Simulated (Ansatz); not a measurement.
# C2H4AlNO: basis-set convergence

Aim: see how fast density functionals converge with the basis set for C2H4AlNO.

Method: one geometry, several basis sets; program: Ansatz 0.2.0, Gaussian basis.

Levels to be run: PBE0-D4/def2-SVP; ωB97M-V/def2-SVP; PBE0-D4/def2-QZVPP; ωB97M-V/def2-QZVPP; the functionals' def2-TZVPP values are taken from earlier runs.

## (1) The geometry

An earlier PBE0-D4 in a triple-zeta def2 set relaxation fixed the geometry.

SMILES `N=C=C[O][AlH2]`, 9 atoms, charge 0, spin multiplicity 1.

Atoms are counted from 1 here; the program's logs count them from 0.

Bond lengths: N1–C2 1.226 Å, N1–H6 1.022 Å, C2–C3 1.313 Å, C3–O4 1.357 Å, C3–H7 1.085 Å, O4–Al5 1.700 Å, Al5–H8 1.581 Å, Al5–H9 1.574 Å. Angles: C2–N1–H6 114.4°, N1–C2–C3 172.4°, C2–C3–O4 124.7°, C2–C3–H7 119.0°, O4–C3–H7 116.3°, C3–O4–Al5 135.3°, O4–Al5–H8 118.7°, O4–Al5–H9 114.9°, H8–Al5–H9 126.4°.

## (2) PBE0-D4 in def2-SVP

in.yaml

```yaml
crystal:
  periodic: [false, false, false]
  atoms:
    - {symbol: N, position_ang: [0.490492, 2.141569, -0.964151]}
    - {symbol: C, position_ang: [0.700463, 0.946123, -0.793676]}
    - {symbol: C, position_ang: [1.052988, -0.285550, -0.503990]}
    - {symbol: O, position_ang: [0.517037, -1.027277, 0.497902]}
    - {symbol: Al, position_ang: [-0.996164, -1.102070, 1.269056]}
    - {symbol: H, position_ang: [-0.256789, 2.348795, -1.629469]}
    - {symbol: H, position_ang: [1.826126, -0.763847, -1.095363]}
    - {symbol: H, position_ang: [-2.174534, -0.203312, 0.719348]}
    - {symbol: H, position_ang: [-1.071118, -2.100631, 2.483343]}
basis:
  gaussian: {orbitals: def2-SVP}
hamiltonian: {xc: pbe0, dispersion: d4}
output: {orbitals: {seedname: orbitals}}
```

On the command line:

```sh
ansatz run in.yaml --threads 2 --pin off --events-out ev --progress --plain --max-ram 4352MiB
```

The runs that follow: ωB97M-V in def2-SVP; PBE0-D4 in def2-QZVPP; ωB97M-V in def2-QZVPP.

Q: Predict the results of all the runs planned. Wanted: PBE0-D4: double and triple zeta above quadruple; ωB97M-V: double and triple zeta above quadruple.

**Answer**, as computed:

```
                                       quantity          value
PBE0-D4: double and triple zeta above quadruple  9.42, 0.52 eV
ωB97M-V: double and triple zeta above quadruple  9.60, 0.49 eV
```

In words: For PBE0-D4 the step from double to triple zeta gains 8.89 eV and the next only 0.52 eV. These are total energies; as a rule much of such shifts cancels in differences, which this series doesn't test.
